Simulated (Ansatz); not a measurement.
# AlAsH+ (singlet): from Hartree-Fock to the top rungs, cc-pVDZ

One table from this session's results is given with a row withheld; the runs are named, their logs left out.

Program: Ansatz 0.2.0, Gaussian basis. Level of theory: cc-pVDZ, core rule «outside noble gas», up to 19 orbitals frozen. These are calculated values, not measurements.

Plan: UHF; CCSD(T) on RHF; CCSD(T) on UHF; BCCD(T) on RHF; CISD; CCSDT(Q) on RHF; CCSDT(Q) on UHF; CCSDTQ on RHF; CCSDTQ on UHF.

13 further runs of the same task are left out: 7 for a known fault of the program, 1 that didn't finish, 5 set aside as unsound or not needed.

## The system

The geometry is a PBE0/def2-TZVP stationary point (not a proven minimum) of the parent state, kept for this charge and spin. No spin-orbit coupling is included. The filled d shell of As may be among the frozen orbitals whatever the setting's name suggests; the logs give the count.

3 atoms, charge 1, spin multiplicity 1.

Atoms are counted from 1 here; the program's logs count them from 0.

Bond lengths: Al1–As2 2.281 Å, As2–H3 1.561 Å. Angles: Al1–As2–H3 68.1°.

Set-up of the first run:

in.yaml

```yaml
crystal:
  periodic: [false, false, false]
  atoms:
    - {symbol: Al, position_ang: [0.000000, -0.010984, 1.677500]}
    - {symbol: As, position_ang: [0.000000, -0.015337, -0.603790]}
    - {symbol: H, position_ang: [0.000000, 1.434043, -0.024416]}
basis:
  gaussian: {orbitals: cc-pVDZ}
total_charge: 1
magnetization: {spin_polarized: true, initial_magnetization: 0}
hamiltonian: {xc: hf}
output: {orbitals: {seedname: orbitals}}
```

Launch:

```bash
$ ansatz run in.yaml --threads 1 --pin off --events-out ev --progress --plain --max-ram 4096MiB --backend cpu
```

Steps of the session up to this table: UHF; CCSD(T) on RHF; CCSD(T) on UHF; BCCD(T) on RHF; CISD; CCSDT(Q) on RHF; CCSDT(Q) on UHF; CCSDTQ on RHF; CCSDTQ on UHF.

One of the session's tables, all rows but one given; the rest of the session is left out.

| method | from RCCSDTQ (meV) |
| --- | --- |
| RHF | +5101.1 |
| RMP2 | +1113.3 |
| CISD | ? |
| RCCSD | +298.6 |
| RCCSD(T) | +36.5 |
| BCCD(T) | +44.8 |
| RCCSDT | +22.8 |
| RCCSDT(Q) | -12.5 |
| RCCSDTQ | 0 |

Q: Estimate the row for CISD from the others.

**Answer.** from RCCSDTQ (meV): +705.1. In the column «from RCCSDTQ (meV)» it lies between RCCSD (+298.6) and RMP2 (+1113.3).

Caveats from the session: Left out of the table: UHF, UMP2, UCCSD, UCCSD(T), UCCSDT, UCCSDT(Q), UCCSDTQ (another determinant or state than the rows shown).
